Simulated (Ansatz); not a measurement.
Geometry optimisation, DFT PBE-D3(BJ), scalar-relativistic, plane waves, PAW (Ansatz).

The input (input.yaml):

```yaml
accuracy: low
crystal:
  lattice:
    - [7.98957, 0.0, 0.0]
    - [0.0, 7.98957, 0.0]
    - [0.0, 0.0, 7.98957]
  atoms:
    - { symbol: Cl, position: [0.1488881, 0.1783519, 0.2958096] }
    - { symbol: H, position: [0.2059185, 0.2416678, 0.160146] }
    - { symbol: Cl, position: [0.0762145, 0.6506823, 0.5423146] }
    - { symbol: H, position: [0.0597293, 0.7926556, 0.6146875] }
    - { symbol: Cl, position: [0.6817427, 0.2498513, 0.2055384] }
    - { symbol: H, position: [0.693768, 0.2456985, 0.0458382] }
    - { symbol: Cl, position: [0.4212884, 0.1344531, 0.7657306] }
    - { symbol: H, position: [0.4952747, -0.0008199, 0.7222193] }
    - { symbol: Cl, position: [0.4531338, 0.8118117, 0.4881161] }
    - { symbol: H, position: [0.3573123, 0.9068823, 0.4018269] }
    - { symbol: Cl, position: [0.7229121, 0.8325209, 0.8867451] }
    - { symbol: H, position: [0.635172, 0.7285824, 0.802102] }
    - { symbol: Cl, position: [0.2566957, 0.7195347, 0.0212107] }
    - { symbol: H, position: [0.1594766, 0.6230126, 0.1042646] }
    - { symbol: Cl, position: [0.7480055, 0.3063803, 0.6228938] }
    - { symbol: H, position: [0.89439, 0.3254652, 0.68513] }
    - { symbol: Cl, position: [0.8180245, 0.9660661, 0.457718] }
    - { symbol: H, position: [0.790091, 0.9721567, 0.3000835] }
    - { symbol: Cl, position: [-0.0129042, 0.3933317, 0.9853906] }
    - { symbol: H, position: [0.1467249, 0.3964954, 0.9986024] }
basis:
  ecutwfc: 420.0
kpoints:
  mp_grid: { grid: [1, 1, 1] }
hamiltonian:
  xc: pbe
  dispersion: d3bj
scf:
  occupations: { method: fermi_dirac, width: 0.05 }
  lower_state_search: "off"
relax:
  f_tol: 0.3
  max_steps: 15
  adjacent_minimum: "off"
```

Run as:

```bash
$ ansatz run input.yaml --threads 1 --pin off --max-ram 3072MiB --backend cpu --events-out ev --progress --plain --runs-dir out
```

Where does it end, and by what steps?

The forces met the threshold. The threshold is loose, so the end isn't yet a minimum. The force dipped under the threshold on the way, but the program's further checks kept it going. Limits of this set-up: coarse k mesh, low accuracy level. After 16 steps the energy has fallen by 1.960 eV; H2 moved furthest, 1.77 Å.

```tsv
step	energy less start (eV)	largest force component (eV/Å)	accepted
0	0.0000	0.712	yes
1	-0.4925	0.347	yes
2	-0.7779	0.708	yes
3	-1.0212	0.596	yes
4	-1.2388	0.727	yes
5	-1.3945	0.620	yes
6	-1.5371	0.393	yes
7	-1.6417	0.430	yes
8	-1.7188	0.492	yes
9	-1.8014	0.280	yes
10	-1.8014	0.280	yes
11	-1.8263	0.822	yes
12	-1.9190	0.254	yes
13	-1.9190	0.255	yes
14	-1.9352	0.752	yes
15	-1.9598	0.255	yes
16	-1.9598	0.255	yes
```

```xyz
20
Lattice="7.9896 0.0000 0.0000 0.0000 7.9896 0.0000 0.0000 0.0000 7.9896" Properties=species:S:1:pos:R:3
Cl 2.043 1.539 2.732
H 3.189 1.785 2.129
Cl 0.364 4.793 3.656
H -0.123 6.012 3.768
Cl 5.094 1.700 1.088
H 4.422 1.161 0.078
Cl 2.967 0.639 6.607
H 3.617 -0.147 5.782
Cl 3.714 6.636 3.815
H 3.002 7.645 3.354
Cl 6.004 6.238 7.301
H 5.676 5.139 6.680
Cl 2.174 5.303 0.583
H 1.549 5.141 1.724
Cl 5.191 3.458 5.016
H 6.399 3.727 4.614
Cl 7.096 8.067 3.993
H 6.357 8.108 2.926
Cl 0.198 2.887 7.229
H 0.990 3.857 7.669
```

Whether the end is a true minimum wasn't checked by a vibrational analysis.

The run took 26 s on 1 thread of Intel(R) Xeon(R) Platinum 8488C (Sapphire Rapids), on a shared host, peak memory 0.49 GiB.
